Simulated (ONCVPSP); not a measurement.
**Cadmium: generating and testing an ONCV potential**

Do these settings give a usable potential? It is generated, then checked for transferability, scattering, ghosts and hardness.

Program: ONCVPSP 4.0.1. Reference atom: PBE, scalar-relativistic, spherical and spin-unpolarised. All values are calculated.

## Step 1: The design

The settings as typed:

```
element                 : cadmium (Cd, Z = 48)
type                    : optimised norm-conserving Vanderbilt (ONCV)
frozen core             : [Kr]
valence charge          : 12
reference configuration : 4d10 5s2
partial waves           : 5s: rc 2.25 bohr, ncon 3, nbas 8, qcut 2.9 1/bohr, 2 projectors, debl 1.2 Ha; p scattering state at 0.12 Ha: rc 2.25 bohr, ncon 3, nbas 7, qcut 4.4 1/bohr, 1 projector; 4d: rc 1.80 bohr, ncon 3, nbas 8, qcut 7.8 1/bohr, 2 projectors, debl 2.9 Ha
local potential         : polynomial inside 1.60 bohr (lpopt 5, dvloc0 6 Ha)
core correction         : Teter function fitted to the true core (icmod 2), fcfact 0.65
```

The outer shells as boxes (Hund's rule for the drawing; the calculation is spin-unpolarised):

```
[Kr] core
4d [↑↓][↑↓][↑↓][↑↓][↑↓]
5s [↑↓]
```

## Step 2: The generation run

File Cd.dat:

```
# ATOM AND REFERENCE CONFIGURATION
# atsym  z   nc   nv     iexc    psfile
  Cd 48.00    8    2        4      upf
#
#   n    l    f
    1    0    2.00
    2    0    2.00
    2    1    6.00
    3    0    2.00
    3    1    6.00
    3    2   10.00
    4    0    2.00
    4    1    6.00
    4    2   10.00
    5    0    2.00
#
# PSEUDOPOTENTIAL AND OPTIMIZATION
# lmax
    2
#
#   l,   rc,      ep,       ncon, nbas, qcut
    0    2.25    0.00    3    8    2.90
    1    2.25    0.12    3    7    4.40
    2    1.80    0.00    3    8    7.80
#
# LOCAL POTENTIAL
# lloc, lpopt,  rc(5),   dvloc0
    4    5    1.60    6.00
#
# VANDERBILT-KLEINMAN-BYLANDER PROJECTORs
# l, nproj, debl
    0    2    1.20
    1    1    2.00
    2    2    2.90
#
# MODEL CORE CHARGE
# icmod, fcfact, rcfact
    2    0.65    1.10
#
# LOG DERIVATIVE ANALYSIS
# epsh1, epsh2, depsh
   -2.00    5.00    0.02
#
# OUTPUT GRID
# rlmax, drl
    6.00    0.01
#
# TEST CONFIGURATIONS
# ncnf
    4
# nvcnf
#   n    l    f
    2
    4    2   10.00
    5    0    1.00
#
    2
    4    2   10.00
    5    0    0.00
#
    2
    4    2    9.00
    5    0    0.00
#
    3
    4    2   10.00
    5    0    0.00
    5    1    1.00
#
```

The run is started by

```bash
$ oncvpsp.x < Cd.dat > Cd.out
```

What does the calculation give? Wanted: cutoffs for 1 and 0.1 mHa per electron, occupied waves; bound ghosts; GHOST(+) flags; largest test error; largest phase difference near zero energy, channels read; rms error of d²Exc/dn², without and with the model core; projector energies reset by the program.

As calculated:

| quantity | value |
| --- | --- |
| cutoffs for 1 and 0.1 mHa per electron, occupied waves | 24 Ha and 27 Ha |
| bound ghosts | none found |
| GHOST(+) flags | s at 99 eV |
| largest test error (AE − PS) | -15 meV, for 4d9 5s0 |
| largest phase difference near zero energy, channels read | 0.014 rad |
| rms error of d²Exc/dn², without and with the model core | 5.38 and 0.71 mHa |
| projector energies reset by the program | p: 0.050 Ha |

What this shows: By total energies transferability is good: the largest error is 15 meV on 64.4 eV, for 4d9 5s0. By its cutoff, 24 Ha for the looser tolerance, it is of middling hardness. At the looser tolerance the 4d wave is the slowest; 5s needs 4 Ha. The program's ghost test flags no bound state. Near zero energy the phases of the channels with partial waves agree within 0.014 rad. The program also flags highly localised states, GHOST(+) (s). These are tests on the free atom; a crystal test is still owed.
